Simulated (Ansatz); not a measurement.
**CH₈OSi₃: one species, many methods**

The task here is to estimate one member of a computed series from the others.

Computed with Ansatz 0.2.0, Gaussian basis. Level: functionals in def2-TZVPP, the program's frozen cores in correlated methods.

Plan: PBE-D4, r2SCAN-D4, PBE0-D4, B3LYP-D4, ωB97X-V, ωB97M-V, B2PLYP; CCSD(T)/def2-TZVPP; MP2/def2-QZVPP; extrapolation to the limit.

## Structure used throughout

The geometry comes from an earlier relaxation with PBE0-D4 in a triple-zeta def2 set; it is a stationary point, not always the lowest conformer.

SMILES `C[SiH]1[SiH2]O[SiH2]1`, 13 atoms, charge 0, spin multiplicity 1.

Atoms are counted from 1 here; the program's logs count them from 0.

Bond lengths: C1–Si2 1.877 Å, C1–H6 1.092 Å, C1–H7 1.092 Å, C1–H8 1.092 Å, Si2–Si3 2.358 Å, Si2–Si5 2.358 Å, Si2–H9 1.490 Å, Si3–O4 1.675 Å, Si3–H10 1.488 Å, Si3–H11 1.490 Å, O4–Si5 1.675 Å, Si5–H12 1.488 Å, Si5–H13 1.490 Å. Angles: Si2–C1–H6 110.6°, Si2–C1–H7 110.8°, Si2–C1–H8 110.6°, H6–C1–H7 108.3°, H6–C1–H8 108.2°, H7–C1–H8 108.3°, C1–Si2–Si3 120.0°, C1–Si2–Si5 120.0°, C1–Si2–H9 111.3°, Si3–Si2–Si5 70.5°, Si3–Si2–H9 114.8°, Si5–Si2–H9 114.8°, Si2–Si3–O4 90.3°, Si2–Si3–H10 118.8°, Si2–Si3–H11 117.4°, O4–Si3–H10 110.4°, O4–Si3–H11 110.5°, H10–Si3–H11 108.0° and more.

As a file:

```
atom    x (Å)    y (Å)    z (Å)
  C1  -2.1312  -0.1243   0.2604
 Si2  -0.3210  -0.2989   0.7250
 Si3   1.2290  -1.1156  -0.8539
  O4   2.0169   0.3622  -0.8599
 Si5   1.2094   1.4076   0.1696
  H6  -2.6310  -1.0950   0.2898
  H7  -2.2344   0.2837  -0.7467
  H8  -2.6437   0.5443   0.9554
  H9  -0.1668  -0.8549   2.0986
 H10   2.1631  -2.1997  -0.4463
 H11   0.7151  -1.4375  -2.2145
 H12   2.1312   1.9139   1.2223
 H13   0.6838   2.5794  -0.5850
```

The first run:

Contents of in.yaml:

```yaml
crystal:
  periodic: [false, false, false]
  atoms:
    - {symbol: C, position_ang: [-2.131223, -0.124337, 0.260417]}
    - {symbol: Si, position_ang: [-0.320976, -0.298858, 0.725031]}
    - {symbol: Si, position_ang: [1.228964, -1.115585, -0.853926]}
    - {symbol: O, position_ang: [2.016947, 0.362229, -0.859915]}
    - {symbol: Si, position_ang: [1.209374, 1.407595, 0.169614]}
    - {symbol: H, position_ang: [-2.630965, -1.094950, 0.289794]}
    - {symbol: H, position_ang: [-2.234400, 0.283744, -0.746661]}
    - {symbol: H, position_ang: [-2.643712, 0.544325, 0.955358]}
    - {symbol: H, position_ang: [-0.166785, -0.854936, 2.098630]}
    - {symbol: H, position_ang: [2.163132, -2.199740, -0.446269]}
    - {symbol: H, position_ang: [0.715067, -1.437508, -2.214458]}
    - {symbol: H, position_ang: [2.131226, 1.913856, 1.222291]}
    - {symbol: H, position_ang: [0.683751, 2.579365, -0.585006]}
basis:
  gaussian: {orbitals: def2-TZVPP}
hamiltonian: {xc: pbe, dispersion: d4}
output: {forces: true, orbitals: {seedname: orbitals}}
```

Started as:

```console
> ansatz run in.yaml --threads 4 --pin off --events-out ev --progress --plain --max-ram 10444MiB
```

Among the steps run: PBE-D4 (GGA); r2SCAN-D4 (meta-GGA); PBE0-D4 (hybrid); B3LYP-D4 (hybrid); ωB97X-V (range-separated); ωB97M-V (range-separated); B2PLYP (double hybrid); CCSD(T) in def2-TZVPP; MP2 in def2-QZVPP.

One table of the session follows, with a row left open; its other results are not shown here.

| method | atomisation energy (kJ/mol) |
| --- | --- |
| PBE-D4 | 4504.3 |
| r2SCAN-D4 | 4510.5 |
| PBE0-D4 | 4469.7 |
| B3LYP-D4 | ? |
| ωB97X-V | 4535.2 |
| ωB97M-V | 4505.0 |
| B2PLYP | 4433.1 |
| HF/def2-TZVPP | 3369.7 |
| MP2/def2-TZVPP | 4412.9 |
| CCSD/def2-TZVPP | 4332.1 |
| CCSD(T)/def2-TZVPP | 4386.3 |
| MP2/CBS | 4535.9 |
| CCSD(T)/CBS | 4509.3 |

**Question.** Estimate the row for B3LYP-D4.

As computed: atomisation energy (kJ/mol): 4485.6. In the column «atomisation energy (kJ/mol)» it lies between PBE0-D4 (4469.7) and PBE-D4 (4504.3).

Limits of these values: Free atoms (1 C, 3 Si, 1 O, 8 H) were run apart at each level; the atomisation energy is their sum less the molecule, without zero-point or spin-orbit terms.
